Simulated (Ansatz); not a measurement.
Born–Oppenheimer molecular dynamics of a periodic cell of 24 atoms, HC₂ (surface C(111), H-covered but for one site, underside capped with H, adsorbate H). It starts from a relaxed structure.

Method: Ansatz 0.2.0, DFT PBEsol, scalar-relativistic, plane waves, PAW. Settings: accuracy low, PAW set soft_1, cutoff 420 eV, k mesh 3x3x1, fermi-dirac smearing 0.02 eV, no spin polarisation.

| Item | Value |
| --- | --- |
| ensemble | NVE (velocity Verlet) |
| time step | 0.5 fs |
| steps asked | 140 |
| starting velocities drawn for | 1800 K |
| atoms held | 1 to 12 |
| seed | 218783 |

First frame:

```xyz
24
Lattice="5.0487 0.0000 0.0000 2.5244 4.3723 0.0000 0.0000 0.0000 16.7764" Properties=species:S:1:pos:R:3
H 1.262 0.729 1.000
H 3.787 0.729 1.000
H 2.524 2.915 1.000
H 5.049 2.915 1.000
C 1.262 0.729 2.100
C 3.787 0.729 2.100
C 2.524 2.915 2.100
C 5.049 2.915 2.100
C 0.000 1.457 2.615
C 2.524 1.457 2.615
C 1.262 3.644 2.615
C 3.787 3.644 2.615
C -0.001 1.458 4.159
C 2.524 1.458 4.159
C 1.262 3.644 4.159
C 3.786 3.644 4.158
C 0.000 0.001 4.642
C 2.523 0.001 4.642
C 1.261 2.187 4.642
C 3.786 2.187 4.642
H 2.521 0.001 5.755
H 1.258 2.189 5.755
H 3.784 2.190 5.755
H 2.526 4.370 5.755
```

**Question.** What does the run give?

**Answer.** All steps were run.

| Item | Value |
| --- | --- |
| steps done | 140 |
| time covered | 70 fs |
| mean temperature over the second half | 915 K |
| spread of the potential energy over the second half | 10.8 meV per atom |
| mean potential energy of the second half above the start | 57.4 meV per atom |

The conserved energy stayed within 0.42 meV per atom of its start (net change 0.32 meV per atom), so the integration is sound. Over the second half the temperature averaged 0.51 of the 1800 K drawn at the start: a run that starts near a minimum puts about half its kinetic energy into the potential. A run of 0.07 ps of so small a system gives no equilibrium averages. Limits of this set-up: thin slab, slab without dipole correction, open-shell adsorbate without spin, PAW files made for another functional, low accuracy level.

**Question.** What happens to the structure?

**Answer.** Mean squared displacements from the first frame to the last: H 0.04 Å², C 0.00 Å². This is one draw of velocities; another would differ in detail.

**Question.** How do temperature and energy run in time?

**Answer.** 
```csv
time (fs),T (K),potential energy less start (eV),conserved less start (meV/atom)
0,1800,0.000,0.00
3.5,1021,1.216,0.30
7,431,2.130,0.27
10.5,549,1.947,0.29
14,1014,1.225,0.23
17.5,1017,1.219,0.22
21,769,1.606,0.29
24.5,967,1.296,0.15
28,1016,1.222,0.24
31.5,969,1.293,0.16
35,667,1.764,0.28
38.5,757,1.623,0.26
42,880,1.434,0.26
45.5,955,1.319,0.32
49,1137,1.033,0.17
52.5,798,1.562,0.28
56,716,1.686,0.18
59.5,941,1.336,0.16
63,1160,0.998,0.22
66.5,1109,1.077,0.20
70,652,1.789,0.32
```

The run took 13 min on 1 thread of Arm Neoverse V1, with other jobs on the host, peak memory 0.58 GiB.
